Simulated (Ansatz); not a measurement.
# Be2N: the cost of one run

Computed with Ansatz 0.2.0 (DFT PBE, scalar-relativistic, plane waves, PAW, unless a step's input says otherwise).

## Step 1: Starting point

Symmetry: I-42d, No. 122, tetragonal system. Conventional cell: a = 4.301 Å, b = 4.301 Å, c = 6.783 Å, α = 90.00°, β = 90.00°, γ = 90.00°. Be (site symmetry 2) is surrounded by 2 N at 1.47 Å. N (site symmetry -4) is surrounded by 4 Be at 1.47 Å.

Coordinates:

```
CELL_PARAMETERS angstrom
-2.15068 2.15068 3.39173
2.15068 -2.15068 3.39173
2.15068 2.15068 -3.39173
ATOMIC_POSITIONS crystal
Be 0.99838 0.62500 0.87338
Be 0.37500 0.24838 0.37338
Be 0.75162 0.12500 0.12662
Be 0.87500 0.00162 0.62662
N 0.00000 0.00000 0.00000
N 0.75000 0.25000 0.50000
```

Recipe of the guess: species swapped into a database cell of SiO2 (I-42d, No. 122), with N on the Si sites and Be on the O sites. Lengths come from tabulated atomic sizes and are only a guess.

## Step 2: The guess as it stands, on a coarse mesh

input.yaml

```yaml
crystal:
  lattice:
    - [-2.15067738, 2.15067738, 3.39172989]
    - [2.15067738, -2.15067738, 3.39172989]
    - [2.15067738, 2.15067738, -3.39172989]
  atoms:
    - { symbol: Be, position: [0.99838001, 0.625, 0.87338001] }
    - { symbol: Be, position: [0.375, 0.24838001, 0.37338001] }
    - { symbol: Be, position: [0.75161999, 0.125, 0.12661999] }
    - { symbol: Be, position: [0.875, 0.00161999, 0.62661999] }
    - { symbol: "N", position: [0.0, 0.0, 0.0] }
    - { symbol: "N", position: [0.75, 0.25, 0.5] }
basis:
  ecutwfc: 420
kpoints:
  mp_grid: { grid: [6, 6, 6] }
hamiltonian:
  xc: pbe
scf:
  occupations: { method: gaussian, width: 0.1 }
  lower_state_search: "off"
output:
  forces: true
  stress: true
  eigenvalues: true
```

Started as:

```bash
ansatz run input.yaml --threads 1 --pin off --max-ram 2048MiB --backend cpu --events-out ev --progress --plain --runs-dir out
```

What time and memory should one allow on 1 thread of Arm Neoverse V1, shared host?

About 3 s, with a peak of 0.32 GiB.
